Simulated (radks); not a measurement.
# Mn¹⁸⁺ in [He] 2s2 2p3: an all-electron calculation

Aim: the levels, the sizes of the orbitals and the parts of the energy of the manganese ion Mn18+.

Program: radks (a radial shooting solver on a logarithmic mesh, Libxc functionals) version 1. Level of theory: Dirac Kohn-Sham, PBE, spin-unpolarised, spherical densities, point nucleus; open shells fill j = l - 1/2 first. These are calculated values, not measurements, unless marked.

### Step 1. What is computed

```
element       : manganese (Z = 25)
charge        : +18
electrons     : 7
configuration : [He] 2s2 2p3
```

### Step 2. The run

The run's settings:

```text
Z 25
configuration [He] 2s2 2p3 3s0 3p0 3d0
relativity Dirac
functional pbe,pbe
spin unpolarised
j_filling energy
nucleus point
c 137.035999084
```

Q: Predict the outcome of this run.

**Answer**, as computed:

```
                        quantity                    value
                    total energy       -918.38957 hartree
exchange-correlation share of it                   3.18 %
                            −T/E                   1.0164
          highest occupied level        2p3/2, -1374.5 eV
    most extended occupied level  2s1/2, <r> = 0.263 bohr
 radius at density 0.001 e/bohr³               0.844 bohr
    maxima of the radial density                        2
         ionisation energy, NIST      1431 (semi-emp.) eV
```

**Reading.** 2 principal shells are occupied and 2 maxima appear in the radial density. Relativity lifts −T/E to 1.016. The top level binds by 1374.5 eV, 96 % of the NIST ionisation energy of 1431 eV. Spin polarisation and multiplet splitting are left out.
